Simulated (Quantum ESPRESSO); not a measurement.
The system is MoSe.

```
CELL_PARAMETERS angstrom
3.50023 0.00000 0.00000
0.00000 3.50023 0.00000
0.00000 0.00000 3.50023
ATOMIC_POSITIONS crystal
Mo 0.00000 0.00000 0.00000
Se 0.50000 0.50000 0.50000
```

The cell was built by a generator and needn't be a form met in nature.

* Program: Quantum ESPRESSO 7.5
* Task: phonons
* Functional: PBEsol
* Potentials or basis: GBRV 1.5 PBEsol
* Cutoff: 612 eV
* Density cutoff: 4898 eV
* k mesh: 6 × 6 × 6, shifted
* Occupations: fermi-dirac, width 0.05 eV
* Spin: no spin polarisation
* Mixing beta: 0.5
* Most SCF iterations: 120
* SCF threshold: 4e-10 Ry

Which optical modes does the crystal have at the zone centre, and which show in infrared and Raman spectra?

The optical modes are T1u. Infrared active: T1u. None is Raman active.

Optical modes at Γ, degenerate ones joined:
```
cm⁻¹  components  symmetry  active in
127i           3       T1u         IR
```

Caveat: the k mesh is coarse; the mesh is thin for the phonons of a metal; some modes are imaginary; the cell is more than 3 GPa from zero pressure, which shifts response properties.
